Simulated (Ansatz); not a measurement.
# Cr (Chromium): how the settings move a single-point run

How sensitive is a single-point run of Cr (Chromium) to its settings? A reference run comes first, then one run with altered input.

This is Cr in the hcp structure; at room conditions it is bcc.

Method: reference: DFT, LDA, PAW with Ansatz's default frozen-core files, scalar-relativistic, in Ansatz 0.2.0.

## Step 1: The structure to begin with

Symmetry: P6_3/mmc, No. 194, hexagonal system. The conventional cell has a = 2.714 Å, b = 2.714 Å, c = 4.410 Å, α = 90.00°, β = 90.00°, γ = 120.00°. Around Cr (site symmetry -6m2) lie 12 Cr at 2.71 Å.

Coordinates:

```cif
data_structure
_symmetry_space_group_name_H-M 'P6_3/mmc'
_symmetry_Int_Tables_number 194
_cell_length_a 2.7140
_cell_length_b 2.7140
_cell_length_c 4.4100
_cell_angle_alpha 90.000
_cell_angle_beta 90.000
_cell_angle_gamma 120.000
_cell_volume 28.13
loop_
_atom_site_label
_atom_site_type_symbol
_atom_site_symmetry_multiplicity
_atom_site_Wyckoff_symbol
_atom_site_fract_x
_atom_site_fract_y
_atom_site_fract_z
_atom_site_occupancy
Cr1 Cr 2 c 0.33333 0.66667 0.25000 1
```

## Step 2: The reference run

The input, input.yaml:

```yaml
crystal:
  lattice:
    - [2.714, 0.0, 0.0]
    - [-1.357, 2.3503929459, 0.0]
    - [0.0, 0.0, 4.41]
  atoms:
    - { symbol: Cr, position: [0.3333333333, 0.6666666667, 0.25], spin: 3.0 }
    - { symbol: Cr, position: [0.6666666667, 0.3333333333, 0.75], spin: 3.0 }
magnetization:
  spin_polarized: true
kpoints:
  mp_grid: { grid: [12, 12, 7] }
scf:
  occupations: { method: fermi_dirac, width: 0.03 }
  lower_state_search: "off"
hamiltonian:
  xc: lda
  pseudopotentials: { kind: paw }
output:
  forces: true
  stress: true
  eigenvalues: true
  populations: true
  dos: { projected: true, de: 0.1, e_range: [-8, 5] }
  write_density: true
  write_potential: true
  elf: true
  volumetric_format: npy
```

Started as:

```
ansatz run input.yaml --threads 1 --pin off --max-ram 3072MiB --backend cpu --events-out ev --progress --plain --runs-dir out
```

## Step 3: Variant: starting moments

The input, input.yaml:

```yaml
crystal:
  lattice:
    - [2.714, 0.0, 0.0]
    - [-1.357, 2.3503929459, 0.0]
    - [0.0, 0.0, 4.41]
  atoms:
    - { symbol: Cr, position: [0.3333333333, 0.6666666667, 0.25], spin: 0.01 }
    - { symbol: Cr, position: [0.6666666667, 0.3333333333, 0.75], spin: 0.01 }
magnetization:
  spin_polarized: true
kpoints:
  mp_grid: { grid: [12, 12, 7] }
scf:
  occupations: { method: fermi_dirac, width: 0.03 }
  lower_state_search: "off"
hamiltonian:
  xc: lda
  pseudopotentials: { kind: paw }
output:
  forces: true
  stress: true
  eigenvalues: true
```

Before running it: what results should come out? Wanted: for each run, ending; energy change; pressure; abs. moment; force.

As calculated:

| run | ending | energy change | pressure (GPa) | abs. moment (μB) | force (eV/Å) | cycles | time |
| --- | --- | --- | --- | --- | --- | --- | --- |
| reference | converged | 0 | -38.3 | 1.12 | 0.00 | 15 | 7.3 s |
| 1: starting moments | converged | 0.0 meV/atom | -38.3 | 1.12 | 0.00 | 50 | 21 s |

Times don't compare one to one where runs were asked for different outputs or read a saved state (see the inputs); cycles may leave out searches for a lower state.

Residual by cycle in the longest SCF loop of each run; runs are numbered as in the table. The quantity is the density residual dr2, in eV.

```
cycle  reference    run 1
    1       12.5     15.5
    5    0.00135  0.00195
   10     6.5e-6   1.6e-7
   14     1.5e-8  3.3e-11
   19          -  9.0e-12
   23          -  8.2e-10
   28          -   1.5e-8
   32          -   3.0e-7
   37          -   1.2e-5
   41          -   1.3e-4
   46          -   2.4e-5
   50          -  3.4e-12
```

What this shows: The changed input (spin start) leaves the energy the same to the digits printed. The structure is not at rest: the sound run finds -38 GPa, so these are no properties of the relaxed crystal. 
